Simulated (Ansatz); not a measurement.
# CH5BS2: the cost of one run

All numbers below are computed with Ansatz 0.2.0 (RKS B3LYP-D4/def2-SVP).

### 1 The structure to begin with

Bond lengths: C1–S2 1.825 Å, S2–B3 1.778 Å, B3–S4 1.778 Å, C1–H5 1.085 Å, C1–H6 1.085 Å, C1–H7 1.085 Å, B3–H8 1.167 Å, S4–H9 1.329 Å. Angles: C1–S2–B3 102.5°, S2–C1–H5 106.9°, S2–C1–H6 109.3°, S2–C1–H7 109.5°, H5–C1–H6 110.2°, H5–C1–H7 110.3°, H6–C1–H7 110.7°, S2–B3–S4 121.5°, S2–B3–H8 120.8°, S4–B3–H8 117.7°, B3–S4–H9 98.7°.

Structure file:

```xyz
9

C    -0.1170    0.5297   -1.5632
S     0.3349    0.8685    0.1717
B    -0.0383   -0.6735    0.9739
S     0.2072   -0.8951    2.7210
H     0.1579    1.4082   -2.1372
H    -1.1866    0.3600   -1.6282
H     0.4302   -0.3376   -1.9173
H    -0.4562   -1.5769    0.3655
H     0.6679    0.3167    3.0137
```

### 2 Relaxing end A

The input, input.yaml:

```yaml
crystal:
  periodic: [false, false, false]
  atoms:
    - { symbol: C, position_ang: [-0.11696, 0.52968, -1.56319] }
    - { symbol: S, position_ang: [0.33492, 0.86854, 0.17173] }
    - { symbol: B, position_ang: [-0.03831, -0.67354, 0.97394] }
    - { symbol: S, position_ang: [0.2072, -0.8951, 2.72096] }
    - { symbol: H, position_ang: [0.1579, 1.40817, -2.13715] }
    - { symbol: H, position_ang: [-1.18664, 0.36004, -1.62822] }
    - { symbol: H, position_ang: [0.43022, -0.33758, -1.91728] }
    - { symbol: H, position_ang: [-0.45622, -1.57694, 0.36549] }
    - { symbol: H, position_ang: [0.66788, 0.31673, 3.01369] }
basis:
  gaussian: { orbitals: def2-SVP }
hamiltonian:
  xc: b3lyp
  dispersion: d4
relax:
  f_tol: 0.015
  max_steps: 40
```

Command:

```sh
$ ansatz run input.yaml --threads 1 --pin off --max-ram 2048MiB --backend cpu --events-out ev --progress --plain --runs-dir out
```

What time and memory should one allow on 1 thread of Arm Neoverse V2, shared host?

About 18 s, with a peak of 0.17 GiB.
